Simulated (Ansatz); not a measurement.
# RPA@PBE0/def2-TZVP run of GeH3Cl (chlorogermane)

What is the energy change on altering one bond length of GeH3Cl (chlorogermane) at RPA@PBE0/def2-TZVP? 

The calculation is run with Ansatz 0.2.0.

46 further runs of the same task are left out: 6 that didn't finish, 40 set aside as unsound or not needed.

### 1 The molecule

GeH3Cl has 5 atoms, charge 0, and is taken as a singlet. As SMILES, `[Cl][GeH3]`. The shape is that of a PBE0-D4/def2-TZVP optimisation.

Bond lengths: Cl1–Ge2 2.155 Å, Ge2–H3 1.532 Å, Ge2–H4 1.532 Å, Ge2–H5 1.532 Å. Angles: Cl1–Ge2–H3 107.1°, Cl1–Ge2–H4 107.1°, Cl1–Ge2–H5 107.1°, H3–Ge2–H4 111.7°, H3–Ge2–H5 111.7°, H4–Ge2–H5 111.7°.

### 2 The energy at RPA@PBE0/def2-TZVP

File in.yaml:

```yaml
crystal:
  periodic: [false, false, false]
  atoms:
    - {symbol: Cl, position_ang: [-1.875800, -0.025100, 0.641300]}
    - {symbol: Ge, position_ang: [0.161800, -0.013900, -0.060600]}
    - {symbol: H, position_ang: [0.160400, 0.656200, -1.438100]}
    - {symbol: H, position_ang: [0.619000, -1.473700, -0.140600]}
    - {symbol: H, position_ang: [0.984500, 0.782900, 0.956700]}
basis:
  gaussian:
    orbitals: def2-TZVP
hamiltonian:
  xc: pbe0
correlation:
  method: rpa
  frozen_orbitals: {Cl: 5, Ge: 9, H: 0}
accuracy: high
```

Started as:

```console
ansatz run in.yaml --threads 1 --pin off --max-ram 3480MiB --events-out events.jsonl --progress --plain --runs-dir runs
```

Log:

```text
Warning: RAYON_NUM_THREADS=1 ignored (pool sized by the plan → 1); use --threads N
Functional definition: PBE0
  name "PBE0"
  parameter a = 0.25
  parameter kappa = 0.804
  parameter beta = 0.06672455060314922
  exchange = (1 - a)*pbe_x(kappa = kappa, mu = beta*pi^2/3) + a*exact_x
  correlation = pbe_c(beta = beta)
1678 factors; integrals over basis functions are off by at most 4.4e-9 eV
mean field evaluation 1: about -69079.2315 eV, gradient 1.9e1 eV
mean field evaluation 2: about -69079.2954 eV, gradient 1.9e1 eV
mean field evaluation 4: about -69079.7229 eV, gradient 1.5e0 eV
mean field evaluation 8: about -69079.7282 eV, gradient 1.5e-2 eV
mean field evaluation 16: about -69079.7282 eV, gradient 2.0e-6 eV
mean field -69079.72815339 eV, -2538.6331857156 hartree, gradient 2.4e-8 eV, S^2 0.000000; 0 other end points of the search recorded, 0 dependent functions left out
14 core orbitals not correlated: weight in the atoms' cores, before any rotation towards them, 1.000 or more for the frozen orbitals, at most 0.000 for the correlated occupied ones
reference -69025.50825712 eV, -2536.6406412794 hartree; 12, 12 occupied and 77, 77 virtual orbitals, 1678 factors
Total energy: -69043.47563202 eV, -2537.3009301279 hartree
```

Wall time 12 s (1 thread of Arm Neoverse V1, shared host); peak memory 0.3 GiB.

### 3 The distorted shape

File input.yaml:

```yaml
crystal:
  periodic: [false, false, false]
  atoms:
    - {symbol: Cl, position_ang: [-2.863033, -0.981253, -0.579451]}
    - {symbol: Ge, position_ang: [-0.825433, -0.970053, -1.281351]}
    - {symbol: H, position_ang: [-0.826833, -0.299953, -2.658851]}
    - {symbol: H, position_ang: [-0.368233, -2.429853, -1.361351]}
    - {symbol: H, position_ang: [0.984500, 0.782900, 0.956700]}
basis:
  gaussian:
    orbitals: def2-TZVP
accuracy: high
correlation:
  method: rpa
  frozen_orbitals: {Cl: 5, Ge: 9, H: 0}
hamiltonian:
  xc: pbe0
```

Started as:

```console
ansatz run input.yaml --threads 1 --pin off --max-ram 3480MiB --events-out events.jsonl --progress --plain --runs-dir runs
```

Log, shortened:

```text
Warning: RAYON_NUM_THREADS=1 ignored (pool sized by the plan → 1); use --threads N
[... 2 set-up lines as earlier in the session ...]
[...]
1628 factors; integrals over basis functions are off by at most 4.6e-9 eV
[...]
mean field -69075.30397850 eV, -2538.4706002873 hartree, gradient 6.8e-8 eV, S^2 0.000000; 0 other end points of the search recorded, 0 dependent functions left out; unrestricted orbitals would lower it
[...]
unrestricted determinant -69023.14165835 eV, -2536.5536703784 hartree, S^2 0.9636
14 core orbitals not correlated: weight in the atoms' cores, before any rotation towards them, 1.000 or more for the frozen orbitals, at most 0.000 for the correlated occupied ones
reference -69020.05085555 eV, -2536.4400854706 hartree; 12, 12 occupied and 77, 77 virtual orbitals, 1628 factors
Total energy: -69039.13236293 eV, -2537.1413179329 hartree
```

It took 15 s on 1 thread of Arm Neoverse V1, shared host; peak memory 0.34 GiB.

### 4 Results

At RPA@PBE0/def2-TZVP, 14 core orbitals frozen:

```
                                                          quantity           value
                                         first shape: total energy  -2537.30093 Eh
                     first shape: RPA correlation energy (valence)      -660.3 mEh
                                     distorted shape: total energy  -2537.14132 Eh
                 distorted shape: RPA correlation energy (valence)      -701.2 mEh
energy change with the Ge2–H5 bond stretched from 1.532 to 3.370 Å        4.343 eV
```

What this shows: One bond (distorted shape) is far stretched, which a spin-restricted single reference describes badly; a broken-symmetry solution may lie lower. With the Ge2–H5 bond stretched from 1.532 to 3.370 Å the energy rises by 4.34 eV (419 kJ/mol). The first shape isn't relaxed at this level, so the change isn't measured from a minimum. A restricted reference can't describe the breaking bond well at this length. The restricted solution (distorted shape) is unstable to spin breaking: an unrestricted one lies lower.
